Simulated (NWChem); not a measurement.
# One shape, several levels: BClF2 (chlorodifluoroborane)

Wanted: a comparison of 4 runs (HF/STO-3G, HF/3-21G, B3LYP/6-31G*) of BClF2 (chlorodifluoroborane). 

Program for the calculation: NWChem 7.3.0.

1 further run of the same task is left out (it didn't finish).

### Step 1. The system as given

BClF2: 4 atoms, total charge 0, spin state singlet. SMILES: `FB(F)Cl`. Geometry: relaxed at PBE0-D4/def2-TZVP.

Bond lengths: F1–B2 1.310 Å, B2–F3 1.310 Å, B2–Cl4 1.740 Å. Angles: F1–B2–F3 119.0°, F1–B2–Cl4 120.5°, F3–B2–Cl4 120.5°.

### Step 2. Energy and forces at HF/STO-3G (run 1)

a.nw

```
START a
memory total 2200 mb
charge 0

GEOMETRY noautosym nocenter noautoz
 F     -0.173700    -1.254300    -0.546300
 B     -0.067100    -0.041300    -0.062000
 F     -1.011600     0.830100    -0.317700
 Cl     1.307900     0.405300     0.905700
END

BASIS spherical bse
 * library STO-3G
END

SCF
 thresh 1e-08
 maxiter 80
END

TASK scf gradient
```

Launch:

```console
$ nwchem a.nw > a.out
```

The log of the run:

```text
[...]
  functions       =    24
[...]
  wavefunction    = RHF
[...]
         Total SCF energy =   -675.192185748910
      One-electron energy =  -1222.072931513127
      Two-electron energy =    404.744434715432
 Nuclear repulsion energy =    142.136311048785
        Time for solution =      0.5s
[...]
                         RHF ENERGY GRADIENTS
    atom               coordinates                        gradient
                 x          y          z           x          y          z
   1 F      -0.328245  -2.370283  -1.032357   -0.002101  -0.012237  -0.005498
   2 B      -0.126801  -0.078046  -0.117163    0.040690   0.013381   0.028714
   3 F      -1.911647   1.568662  -0.600366   -0.010187   0.008081  -0.003222
   4 Cl      2.471573   0.765906   1.711525   -0.028401  -0.009225  -0.019993
[...]
```

Run time: 1.3 s. Hardware: 1 thread of Intel Xeon Platinum 8488C (Sapphire Rapids), shared host; peak memory 0.099 GiB.

### Step 3. Energy and forces at HF/3-21G (run 2)

calc.nw

```
start calc
memory total 2200 mb

geometry noautosym nocenter noautoz
  F    -0.173700   -1.254300   -0.546300
  B    -0.067100   -0.041300   -0.062000
  F    -1.011600    0.830100   -0.317700
  Cl    1.307900    0.405300    0.905700
end

basis spherical bse
  * library 3-21G
end

scf
  thresh 1e-08
  maxiter 80
  print medium
end

task scf gradient
```

Launch:

```console
$ nwchem calc.nw > calc.out
```

The log of the run:

```text
[...]
  functions       =    40
[...]
  wavefunction    = RHF
[...]
         Total SCF energy =   -679.819993240438
      One-electron energy =  -1224.983935422956
      Two-electron energy =    403.027631133733
 Nuclear repulsion energy =    142.136311048785
        Time for solution =      0.5s
[...]
                         RHF ENERGY GRADIENTS
    atom               coordinates                        gradient
                 x          y          z           x          y          z
   1 F      -0.328245  -2.370283  -1.032357    0.003754   0.021406   0.009647
   2 B      -0.126801  -0.078046  -0.117163   -0.008064  -0.002438  -0.005598
   3 F      -1.911647   1.568662  -0.600366    0.018257  -0.014438   0.005771
   4 Cl      2.471573   0.765906   1.711525   -0.013947  -0.004530  -0.009820
[...]
```

Run time: 1.4 s. Hardware: 1 thread of Intel Xeon Platinum 8488C (Sapphire Rapids), shared host; peak memory 0.096 GiB.

Run 3 isn't shown in full; the table further down has it.

### Step 4. Energy and gradient at B3LYP/6-31G(d) (Cartesian functions) (run 4)

run.py

```python
from ase import Atoms
from ase.calculators.nwchem import NWChem

molecule = Atoms(['F', 'B', 'F', 'Cl'], positions=[
    [-0.173700, -1.254300, -0.546300],
    [-0.067100, -0.041300, -0.062000],
    [-1.011600, 0.830100, -0.317700],
    [1.307900, 0.405300, 0.905700],
])

calc = NWChem(
    label='sp',
    theory='dft',
    memory='2200 mb',
    basis='6-31G*',
    dft={'xc': 'b3lyp', 'mult': '1', 'grid': 'xfine', 'convergence': 'energy 1e-08', 'iterations': '100', 'mulliken': None},
)
molecule.calc = calc

forces = molecule.get_forces()
print(f"energy = {molecule.get_potential_energy():.6f} eV")
print("forces (eV/A):")
for s, f in zip(molecule.symbols, forces):
    print(f"{s:2s} {f[0]:10.5f} {f[1]:10.5f} {f[2]:10.5f}")
print("dipole (e A):", molecule.get_dipole_moment().round(4))
```

Launch:

```console
$ export ASE_NWCHEM_COMMAND="nwchem PREFIX.nwi > PREFIX.nwo"
$ python run.py
```

The log of the run:

```text
energy = -18636.789458 eV
forces (eV/A):
F    -0.00509   -0.30432   -0.10840
B    -0.11143   -0.04309   -0.08161
F    -0.22595    0.23618   -0.05122
Cl    0.34247    0.11123    0.24127
dipole (e A): [-0.0218 -0.0069 -0.0152]
```

The calculator wrote sp.nwi:

```
title "sp"

permanent_dir sp

scratch_dir sp

start sp

geometry units angstrom nocenter noautosym noautoz
  F  -1.7369999999999999e-01 -1.2543000000000000e+00 -5.4630000000000001e-01
  B  -6.7100000000000007e-02 -4.1300000000000003e-02 -6.2000000000000000e-02
  F  -1.0116000000000001e+00 8.3009999999999995e-01 -3.1769999999999998e-01
  Cl 1.3079000000000001e+00 4.0529999999999999e-01 9.0569999999999995e-01
end

memory 2200 mb

basis noprint
   * library 6-31G*
end

dft
  xc b3lyp
  mult 1
  grid xfine
  convergence energy 1e-08
  iterations 100
  mulliken
end

task dft gradient
```

sp.nwo:

```text
Northwest Computational Chemistry Package (NWChem) 7.3.0
             --------------------------------------------------------

           Job information
           ---------------

    nwchem branch   = 7.3.0
    use scalapack   = T
    input           = sp.nwi
    prefix          = sp.
    data base       = sp/sp.db
    status          = startup
    nproc           =        1

           Memory information
           ------------------

[... 5 lines left out ...]
    hardfail = no
[... 91 lines left out ...]
  convergence criterion.
[... 42 lines left out ...]
          Spatial weights used:  Erf1
[... 32 lines left out ...]
 1-e energy   =   -1228.754730
[... 40 lines left out ...]
           Coulomb energy =      456.218872975248
[... 515 lines left out ...]
          Convergence on density requested:  1.00D-05
[... 28 lines left out ...]
          total energy or number of iterations.
[... 35 lines left out ...]
                 ----------------------------------------
                 |  Time  |  1-e(secs)   |  2-e(secs)   |
                 ----------------------------------------
                 |  CPU   |       0.00   |       1.54   |
                 ----------------------------------------
                 |  WALL  |       0.00   |       1.54   |
                 ----------------------------------------

 Task  times  cpu:       10.1s     wall:       10.1s
 Total times  cpu:       10.1s     wall:       10.1s
```

Run time: 11 s. Hardware: 1 thread of Intel Xeon Platinum 8488C (Sapphire Rapids), shared host; peak memory 0.12 GiB.

### Step 5. Overview of the runs

```
run                               level  iteration cap  module  energy (Eh)  dipole moment (D)  HOMO energy (eV)  LUMO energy (eV)  wall time
  1                           HF/STO-3G             80     scf  -675.192186               1.40            -11.35              7.47      1.3 s
  2                            HF/3-21G             80     scf  -679.819993               0.38            -13.67              3.85      1.4 s
  3  B3LYP/6-31G* (spherical functions)            100     dft  -684.883283                  –                 –                 –       11 s
  4  B3LYP/6-31G* (Cartesian functions)            100     dft  -684.889386               0.13             -9.38             -0.02       11 s
```

### Step 6. Outcome

| quantity | value |
| --- | --- |
| run 4: total energy | -684.88939 Eh |
| run 4: dipole moment | 0.13 D |
| run 4: HOMO energy | -9.38 eV |
| run 4: LUMO energy | -0.02 eV |
| run 4: HOMO–LUMO gap | 9.36 eV |
| run 4: largest force on an atom | 0.433 eV/Å |

Over runs 1, 2, 4 the dipole moment (its size) runs from 0.13 D (B3LYP/6-31G*) to 1.40 D (HF/STO-3G). The two ends differ in method and basis. Over runs 1, 2, 4 the HOMO–LUMO gap runs from 9.36 eV (B3LYP/6-31G*) to 18.82 eV (HF/STO-3G). In run 1 the basis is minimal, so the values are rough. All runs together took 25 s, the longest 11 s.
